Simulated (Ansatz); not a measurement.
**TiC: stress in a strained cell**

Aim: deform TiC (equal xx and yy strain of +2 %) and compute stress, forces and field gradients with LAPW, PAW and all-electron datasets made for the crystal.

Method: DFT PBEsol, scalar-relativistic, in Ansatz 0.2.0.

### Step 1. The starting structure

Symmetry: Fm-3m, No. 225, cubic system. The conventional cell has a = 4.328 Å, b = 4.328 Å, c = 4.328 Å, α = 90.00°, β = 90.00°, γ = 90.00°. Ti (site symmetry m-3m) is surrounded by 6 C at 2.16 Å. C (site symmetry m-3m) has 6 Ti at 2.16 Å as nearest neighbours.

As a file:

```
CELL_PARAMETERS angstrom
0.00000 2.16400 2.16400
2.16400 0.00000 2.16400
2.16400 2.16400 0.00000
ATOMIC_POSITIONS crystal
Ti 0.00000 0.00000 0.00000
C 0.50000 0.50000 0.50000
```

Atoms are numbered in the order of the input: Ti1, C2.

### Step 2. After the deformation

Space group Fm-3m before, I4/mmm after.

### Step 3. Full-potential LAPW

input.yaml reads:

```yaml
crystal:
  lattice:
    - [0.0, 2.20728, 2.164]
    - [2.20728, 0.0, 2.164]
    - [2.20728, 2.20728, 0.0]
  atoms:
    - { symbol: Ti, position: [0.0, 0.0, 0.0] }
    - { symbol: C, position: [0.5, 0.5, 0.5] }
kpoints:
  mp_grid: { grid: [14, 14, 14] }
  band_path:
    path:
      - [0.0, 0.0, 0.0]
      - [0.0, 0.5, 0.5]
      - [0.25, 0.75, 0.5]
      - [0.0, 0.5, 0.0]
      - [0.0, 0.0, 0.0]
      - [0.5, 0.5, 0.0]
      - [0.38005, 0.61995, 0.0]
      - [-0.38005, 0.38005, 0.0]
      - [0.0, 0.0, 0.0]
    npoints: 5
scf:
  occupations: { method: fermi_dirac, width: 0.03 }
hamiltonian:
  xc: pbesol
  pseudopotentials: { kind: all_electron, lapw: { basis_error: 0.00025 } }
output:
  forces: true
  stress: true
  eigenvalues: true
```

On the command line:

```bash
> ansatz run input.yaml --threads 1 --pin off --max-ram 3072MiB --backend cpu --events-out ev --progress --plain --runs-dir out
```

### Step 4. PAW with frozen cores

input.yaml reads:

```yaml
crystal:
  lattice:
    - [0.0, 2.20728, 2.164]
    - [2.20728, 0.0, 2.164]
    - [2.20728, 2.20728, 0.0]
  atoms:
    - { symbol: Ti, position: [0.0, 0.0, 0.0] }
    - { symbol: C, position: [0.5, 0.5, 0.5] }
kpoints:
  mp_grid: { grid: [14, 14, 14] }
scf:
  occupations: { method: fermi_dirac, width: 0.03 }
hamiltonian:
  xc: pbesol
  pseudopotentials: { kind: paw }
output:
  forces: true
  stress: true
  eigenvalues: true
  efg: { contact_densities: true }
```

### Step 5. Datasets made for this crystal

input.yaml, as its differences from that of step 4:

```diff
@@ -14,3 +14,3 @@
   xc: pbesol
-  pseudopotentials: { kind: paw }
+  pseudopotentials: { kind: all_electron, datasets: crystal }
 output:
```

(Steps that only read results are left out.)

**Question.** What will these runs give? Wanted: pressure; largest shear or deviatoric stress.

As calculated:

```
                                 quantity                                                 value
                                 pressure  LAPW -14.87, PAW -14.84, crystal datasets -14.87 GPa
largest shear or deviatoric stress (LAPW)                                              4.26 GPa
```

What this shows: The largest part of the stress beyond the pressure is 4.26 GPa in size, in the zz component; the atoms are carried along and not relaxed. No run of the undeformed cell stands beside it, so the pressure holds what the given cell had before the change. PAW: stress within 0.04 GPa of LAPW. Crystal datasets: stress within 0.01 GPa of LAPW.
